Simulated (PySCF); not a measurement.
# B2PLYP/3-21G run of SiCl4 (silicon tetrachloride)

What is the vertical ionisation energy of SiCl4 (silicon tetrachloride) at B2PLYP/3-21G? Input form: a Python script.

Program for the calculation: PySCF 2.14.0.

### 1 Starting point

SiCl4: 5 atoms, total charge 0, spin state singlet. As SMILES, `Cl[Si](Cl)(Cl)Cl`. The coordinates come from a PBE0-D4/def2-TZVP relaxation.

Bond lengths: Cl1–Si2 2.021 Å, Si2–Cl3 2.022 Å, Si2–Cl4 2.022 Å, Si2–Cl5 2.021 Å. Angles: Cl1–Si2–Cl3 109.5°, Cl1–Si2–Cl4 109.5°, Cl1–Si2–Cl5 109.5°, Cl3–Si2–Cl4 109.5°, Cl3–Si2–Cl5 109.5°, Cl4–Si2–Cl5 109.5°.

### 2 A single-point energy at B2PLYP/3-21G

File calc.py:

```python
from pyscf import gto, dft, mp

molecule = gto.M(
    atom='''
Cl    -1.819050    -0.165540     3.330264
Si     0.018897    -0.027779    -0.015685
Cl     3.128253    -2.241026     0.147588
Cl    -2.290537    -1.279156    -2.789425
Cl     1.056924     3.574228    -0.751166
''',
    verbose=4,
    max_memory=1860,
    unit='bohr',
    basis='3-21g',
    spin=0,
)

mf = dft.RKS(molecule)
mf.xc = '0.53*HF + 0.47*B88, 0.73*LYP'
mf.conv_tol = 1e-10
mf.grids.level = 4
mf.kernel()
if not mf.converged:
    mf = mf.newton().run(mf.mo_coeff, mf.mo_occ)

pt = mp.MP2(mf, frozen=25).run()
e_tot = mf.e_tot + 0.27 * pt.e_corr
print('PT2 part  %.8f' % (0.27 * pt.e_corr))
print('E = %.10f Eh' % e_tot)
```

Command:

```
OMP_NUM_THREADS=1 python calc.py
```

Log:

```text
PySCF version 2.14.0

[INPUT] num. atoms = 5
[INPUT] num. electrons = 82
[INPUT] charge = 0
[INPUT] spin (= nelec alpha-beta = 2S) = 0
[INPUT] symmetry False subgroup None
[INPUT] Mole.unit = bohr
[INPUT] Symbol           X                Y                Z      unit          X                Y                Z       unit  Magmom
[INPUT]  1 Cl    -0.962599805524  -0.087599995496   1.762299815147 AA   -1.819050000000  -0.165540000000   3.330264000000 Bohr   0.0
[INPUT]  2 Si     0.009999861755  -0.014700013742  -0.008300144553 AA    0.018897000000  -0.027779000000  -0.015685000000 Bohr   0.0
[INPUT]  3 Cl     1.655400197592  -1.185899888279   0.078100206205 AA    3.128253000000  -2.241026000000   0.147588000000 Bohr   0.0
[INPUT]  4 Cl    -1.212099981169  -0.676900204412  -1.476100141571 AA   -2.290537000000  -1.279156000000  -2.789425000000 Bohr   0.0
[INPUT]  5 Cl     0.559300094474   1.891400004232  -0.397499928818 AA    1.056924000000   3.574228000000  -0.751166000000 Bohr   0.0

nuclear repulsion = 527.177976070448
number of shells = 35
number of NR pGTOs = 135
number of NR cGTOs = 65
basis = 3-21g
ecp = {}

******** <class 'pyscf.dft.rks.RKS'> ********
method = RKS
initial guess = minao
damping factor = 0
level_shift factor = 0
DIIS = <class 'pyscf.scf.diis.CDIIS'>
diis_start_cycle = 1
diis_space = 8
diis_damp = 0
SCF conv_tol = 1e-10
SCF conv_tol_grad = None
SCF max_cycles = 50
direct_scf = True
direct_scf_tol = 1e-13
XC library pyscf.dft.libxc version 7.0.0
    S. Lehtola, C. Steigemann, M. J.T. Oliveira, and M. A.L. Marques.,  SoftwareX 7, 1–5 (2018)
XC functionals = 0.53*HF + 0.47*B88, 0.73*LYP
    A. D. Becke.,  Phys. Rev. A 38, 3098 (1988)
    C. Lee, W. Yang, and R. G. Parr.,  Phys. Rev. B 37, 785 (1988)
    B. Miehlich, A. Savin, H. Stoll, and H. Preuss.,  Chem. Phys. Lett. 157, 200 (1989)
radial grids:
    Treutler-Ahlrichs [JCP 102, 346 (1995); DOI:10.1063/1.469408] (M4) radial grids

becke partition: Becke, JCP 88, 2547 (1988); DOI:10.1063/1.454033
pruning grids: <function nwchem_prune>
grids dens level: 4
symmetrized grids: False
atomic radii adjust function: <function treutler_atomic_radii_adjust>
small_rho_cutoff = 0
Set gradient conv threshold to 1e-05
Initial guess from minao.
tot grids = 143680
init E= -2118.60452709669
  HOMO = -0.398654900088052  LUMO = -0.00938401273626721  gap/eV = 10.59260
cycle= 1 E= -2119.0187313299  delta_E= -0.414  |g|= 0.52  |ddm|= 2.42
  HOMO = -0.420452877085988  LUMO = -0.0724611790813774  gap/eV = 9.46934
cycle= 2 E= -2119.06716559747  delta_E= -0.0484  |g|= 0.428  |ddm|= 1.75
  HOMO = -0.42246694372388  LUMO = -0.0170383230125595  gap/eV = 11.03227
cycle= 3 E= -2119.12842984594  delta_E= -0.0613  |g|= 0.0128  |ddm|= 0.752
  HOMO = -0.418263832380064  LUMO = -0.00946121743268913  gap/eV = 11.12409
cycle= 4 E= -2119.12848540823  delta_E= -5.56e-05  |g|= 0.00289  |ddm|= 0.0285
  HOMO = -0.418888614964717  LUMO = -0.00971265908089847  gap/eV = 11.13424
cycle= 5 E= -2119.12848942056  delta_E= -4.01e-06  |g|= 0.000345  |ddm|= 0.00687
  HOMO = -0.418903037714348  LUMO = -0.00973833703008031  gap/eV = 11.13394
cycle= 6 E= -2119.12848951352  delta_E= -9.3e-08  |g|= 3.2e-05  |ddm|= 0.0013
  HOMO = -0.418898661140012  LUMO = -0.00972883154171078  gap/eV = 11.13408
cycle= 7 E= -2119.12848951443  delta_E= -9.04e-10  |g|= 2.79e-06  |ddm|= 0.000178
  HOMO = -0.418898368004878  LUMO = -0.00972784101956403  gap/eV = 11.13410
cycle= 8 E= -2119.12848951442  delta_E= 1e-11  |g|= 6.82e-07  |ddm|= 1.49e-05
  HOMO = -0.418898398163467  LUMO = -0.00972792354144603  gap/eV = 11.13410
Extra cycle  E= -2119.12848951442  delta_E= -1.82e-12  |g|= 5.04e-07  |ddm|= 1.84e-06
converged SCF energy = -2119.12848951442

******** <class 'pyscf.mp.mp2.RMP2'> ********
nocc = 16, nmo = 40
frozen orbitals 25
E(RMP2) = -2119.41372825509  E_corr = -0.285238740667206
E(SCS-RMP2) = -2119.40791762637  E_corr = -0.279428111952412
E_corr(same-spin) = -0.0725288963633477
E_corr(oppo-spin) = -0.212709844303858
PT2 part  -0.07701446
E = -2119.2055039744 Eh
```

It took 7.8 s on 1 thread of Arm Neoverse V1, shared host; peak memory 0.36 GiB.

### 3 The doublet cation, same level

File run.py:

```python
from pyscf import gto, dft, mp

molecule = gto.M(
    atom='''
Cl    -0.962600    -0.087600     1.762300
Si     0.010000    -0.014700    -0.008300
Cl     1.655400    -1.185900     0.078100
Cl    -1.212100    -0.676900    -1.476100
Cl     0.559300     1.891400    -0.397500
''',
    basis='3-21g',
    spin=1,
    charge=1,
    max_memory=1860,
    verbose=4,
)

mf = dft.UKS(molecule, xc='0.53*HF + 0.47*B88, 0.73*LYP')
mf.grids.level = 4
mf.conv_tol = 1e-10
mf.kernel()
if not mf.converged:
    mf = mf.newton().run(mf.mo_coeff, mf.mo_occ)

pt = mp.MP2(mf, frozen=25).run()
e_tot = mf.e_tot + 0.27 * pt.e_corr
print('PT2 part  %.8f' % (0.27 * pt.e_corr))
print('Final energy', e_tot)
```

Command:

```
OMP_NUM_THREADS=1 python run.py
```

Log:

```text
PySCF version 2.14.0

[INPUT] num. atoms = 5
[INPUT] num. electrons = 81
[INPUT] charge = 1
[INPUT] spin (= nelec alpha-beta = 2S) = 1
[INPUT] symmetry False subgroup None
[INPUT] Mole.unit = angstrom
[INPUT] Symbol           X                Y                Z      unit          X                Y                Z       unit  Magmom
[INPUT]  1 Cl    -0.962600000000  -0.087600000000   1.762300000000 AA   -1.819050367506  -0.165540008512   3.330264349321 Bohr   0.0
[INPUT]  2 Si     0.010000000000  -0.014700000000  -0.008300000000 AA    0.018897261246  -0.027778974031  -0.015684726834 Bohr   0.0
[INPUT]  3 Cl     1.655400000000  -1.185900000000   0.078100000000 AA    3.128252626605  -2.241026211122   0.147587610329 Bohr   0.0
[INPUT]  4 Cl    -1.212100000000  -0.676900000000  -1.476100000000 AA   -2.290537035585  -1.279155613718  -2.789424732470 Bohr   0.0
[INPUT]  5 Cl     0.559300000000   1.891400000000  -0.397500000000 AA    1.056923821469   3.574227992002  -0.751166134515 Bohr   0.0

nuclear repulsion = 527.177977608465
number of shells = 35
number of NR pGTOs = 135
number of NR cGTOs = 65
basis = 3-21g
ecp = {}

******** <class 'pyscf.dft.uks.UKS'> ********
method = UKS
initial guess = minao
damping factor = 0
level_shift factor = 0
DIIS = <class 'pyscf.scf.diis.CDIIS'>
diis_start_cycle = 1
diis_space = 8
diis_damp = 0
SCF conv_tol = 1e-10
SCF conv_tol_grad = None
SCF max_cycles = 50
direct_scf = True
direct_scf_tol = 1e-13
number electrons alpha = 41  beta = 40
XC library pyscf.dft.libxc version 7.0.0
    S. Lehtola, C. Steigemann, M. J.T. Oliveira, and M. A.L. Marques.,  SoftwareX 7, 1–5 (2018)
XC functionals = 0.53*HF + 0.47*B88, 0.73*LYP
[... 17 lines left out ...]
[... the frontier-level lines of each cycle are left out ...]
[... 79 lines left out ...]
SCF not converged.
SCF energy = -2118.66836551312 after 50 cycles  <S^2> = 0.75952378  2S+1 = 2.0095012
[... 1 line left out ...]
******** <class 'pyscf.soscf.newton_ah.SecondOrderUKS'> ********
method = SecondOrderUKS
initial guess = minao
damping factor = 0
level_shift factor = 0
DIIS = <class 'pyscf.scf.diis.CDIIS'>
diis_start_cycle = 1
diis_space = 8
diis_damp = 0
SCF conv_tol = 1e-10
SCF conv_tol_grad = None
SCF max_cycles = 50
direct_scf = True
direct_scf_tol = 1e-13
number electrons alpha = 41  beta = 40
XC library pyscf.dft.libxc version 7.0.0
    S. Lehtola, C. Steigemann, M. J.T. Oliveira, and M. A.L. Marques.,  SoftwareX 7, 1–5 (2018)
XC functionals = 0.53*HF + 0.47*B88, 0.73*LYP
    A. D. Becke.,  Phys. Rev. A 38, 3098 (1988)
    C. Lee, W. Yang, and R. G. Parr.,  Phys. Rev. B 37, 785 (1988)
    B. Miehlich, A. Savin, H. Stoll, and H. Preuss.,  Chem. Phys. Lett. 157, 200 (1989)
radial grids:
    Treutler-Ahlrichs [JCP 102, 346 (1995); DOI:10.1063/1.469408] (M4) radial grids

becke partition: Becke, JCP 88, 2547 (1988); DOI:10.1063/1.454033
pruning grids: <function nwchem_prune>
grids dens level: 4
symmetrized grids: False
atomic radii adjust function: <function treutler_atomic_radii_adjust>
small_rho_cutoff = 0
******** <class 'pyscf.dft.uks.UKS'> Newton solver flags ********
SCF tol = 1e-10
conv_tol_grad = None
max. SCF cycles = 50
direct_scf = True
direct_scf_tol = 1e-13
max_cycle_inner = 12
max_stepsize = 0.05
ah_start_tol = 1e+09
ah_level_shift = 0
ah_conv_tol = 1e-12
ah_lindep = 1e-14
ah_start_cycle = 1
ah_max_cycle = 40
ah_grad_trust_region = 2.5
kf_interval = 4
kf_trust_region = 5
canonicalization = True
Set conv_tol_grad to 1e-05
Initial guess E= -2118.66836551312  |g|= 3.94507e-06
macro= 0  E= -2118.66836551394  delta_E= -8.17636e-10  |g|= 3.94507e-06  1 KF 5 JK
macro= 1  E= -2118.66836551718  delta_E= -3.2469e-09  |g|= 1.11857e-05  1 KF 10 JK
macro= 2  E= -2118.66836551719  delta_E= -9.09495e-12  |g|= 3.21834e-06  1 KF 2 JK
Canonicalize SCF orbitals
macro X = 3  E=-2118.66836551719  |g|= 3.21834e-06  total 4 KF 21 JK
converged SCF energy = -2118.66836551719  <S^2> = 0.75952385  2S+1 = 2.0095013

******** <class 'pyscf.mp.ump2.UMP2'> ********
nocc = (np.int64(16), np.int64(15)), nmo = (40, 40)
frozen orbitals 25
E(UMP2) = -2118.99980725157  E_corr = -0.331441734376837
E(SCS-UMP2) = -2118.98607191904  E_corr = -0.31770640184376
E_corr(same-spin) = -0.0923350147020506
E_corr(oppo-spin) = -0.239106719674786
PT2 part  -0.08948927
Final energy -2118.7578547854732
```

Run time: 81 s. Hardware: 1 thread of Arm Neoverse V1, shared host; peak memory 0.48 GiB.

### 4 Outcome

At B2PLYP/3-21G, 25 core orbitals frozen:

| quantity | value |
| --- | --- |
| singlet SiCl4: total energy | -2119.20550 Eh |
| singlet SiCl4: dipole moment (SCF part) | 0.00 D |
| singlet SiCl4: HOMO energy (SCF part's orbitals) | -11.40 eV |
| singlet SiCl4: LUMO energy (SCF part's orbitals) | -0.26 eV |
| singlet SiCl4: HOMO–LUMO gap (SCF part's orbitals) | 11.13 eV |
| doublet cation: total energy | -2118.75785 Eh |
| doublet cation: HOMO energy (SCF part's orbitals) (highest over α and β) | -16.44 eV |
| doublet cation: LUMO energy (SCF part's orbitals) (lowest over α and β) | -13.64 eV |
| doublet cation: ⟨S²⟩ | 0.760 |
| vertical ionisation energy (to the doublet cation) | 12.181 eV |

Removing an electron at fixed nuclei costs 12.18 eV (1175 kJ/mol). The negative HOMO energy of the first species, 11.40 eV, lies 0.78 eV below that difference. Mulliken charges (singlet SiCl4) run from -0.26 on Cl3 to +1.02 on Si2.
